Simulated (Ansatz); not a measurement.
**TeH2Se: a rigid scan of the bond length Se1–H3**

The task here is to estimate one member of a computed series from the others.

The runs use Ansatz 0.2.0, Gaussian basis; single points in def2-TZVPP.

Levels: PBE-D4, r2SCAN-D4, PBE0-D4, B3LYP-D4, wB97M-V, Hartree-Fock, MP2, CCSD, CCSD(T). The scan takes 1.207, 1.269, 1.359, 1.466, 1.583, 1.710, 1.844, 1.986, 2.133 Å.

Cores are frozen in the correlated methods. Filled d shells of the heavier atoms are correlated. Core potentials replace the inner electrons past krypton, and spin-orbit coupling is left out. B3LYP uses VWN-RPA correlation.

29 further runs of the same task are left out: 29 set aside as unsound or not needed.

### Where the work starts

The minimum, relaxed at PBE0-D4: SMILES `[SeH][TeH]`, 4 atoms, charge 0, spin multiplicity 1.

Atoms are counted from 1 here; the program's logs count them from 0.

Bond lengths: Se1–Te2 2.509 Å, Se1–H3 1.471 Å, Te2–H4 1.663 Å. Angles: Te2–Se1–H3 96.0°, Se1–Te2–H4 95.7°.

Coordinates:

```mol
H2SeTe
  3D, bonds by distance, orders not assigned

  4  3  0  0  0  0  0  0  0  0999 V2000
    0.4479   -1.2424    0.3747 Se  0  0
    0.5885    1.2350    0.0035 Te  0  0
   -0.8404   -1.2198    1.0852 H   0  0
   -0.1960    1.2272   -1.4633 H   0  0
  1  2  8  0
  1  3  8  0
  2  4  8  0
M  END
```

Energies of the minimum (eV), from earlier single points: PBE-D4 -72666.02318, r2SCAN-D4 -72678.49625, PBE0-D4 -72668.58895, B3LYP-D4 -72679.60965, wB97M-V -72671.30437, CCSD(T) -72621.05662.

At the minimum the bond length Se1–H3 is 1.471 Å.

Set-up of the first run:

ccsdt-tzvpp/in.yaml reads:

```yaml
crystal:
  periodic: [false, false, false]
  atoms:
    - {symbol: Se, position_ang: [0.447890, -1.242409, 0.374680]}
    - {symbol: Te, position_ang: [0.588478, 1.235025, 0.003465]}
    - {symbol: H, position_ang: [-0.608908, -1.223832, 0.957503]}
    - {symbol: H, position_ang: [-0.195989, 1.227157, -1.463314]}
basis:
  gaussian: {orbitals: def2-TZVPP}
correlation: {method: ccsd_t}
```

The command line of these runs was not kept.

Steps of the session up to this table: Se1–H3 = 1.207 Å; Se1–H3 = 1.269 Å; Se1–H3 = 1.359 Å; Se1–H3 = 1.466 Å; Se1–H3 = 1.583 Å; Se1–H3 = 1.710 Å; Se1–H3 = 1.844 Å; Se1–H3 = 1.986 Å; Se1–H3 = 2.133 Å.

One of the session's tables, all rows but one given; the rest of the session is left out.

It belongs to the step «The curves». Energies less that of the minimum at the same level (kJ/mol):

```
bond length (Å)  PBE-D4  PBE0-D4  B3LYP-D4  wB97M-V  Hartree-Fock
          1.207   120.5    114.2     114.4    110.7         108.2
          1.269    64.7     59.7      60.1     57.0          54.2
          1.359    18.7     15.6      16.1     14.2          12.1
          1.466     0.2      0.0       0.1      0.0          -0.2
1.471 (minimum)     0.0      0.0       0.0      0.0           0.0
          1.583     7.4     10.8       9.9     12.2          15.4
          1.710       ?        ?         ?        ?             ?
          1.844    69.0     82.0      77.0     87.0         100.3
          1.986   109.9    128.7     120.6    136.7         156.3
          2.133   151.5    176.6     165.5    187.6         214.2
```

**Question.** Estimate the row for bond length (Å) = 1.710.

Worked estimate for «PBE-D4». A straight line through the neighbours (1.583, 7.4) and (1.844, 69.0) gives 7.4 + (69.0 − 7.4) × (1.710 − 1.583) / (1.844 − 1.583) = 37.4; a parabola fitted to 4 rows on both sides gives 33.1.

**Answer.** PBE-D4: 33.0; PBE0-D4: 40.8; B3LYP-D4: 38.2; wB97M-V: 43.8; Hartree-Fock: 51.5. In «PBE-D4» the line misses by +4.4 and the parabola by +0.1.

Limits of these values: A polynomial through the near points puts the CCSD(T) minimum 0.007 Å below the PBE0-D4 value.
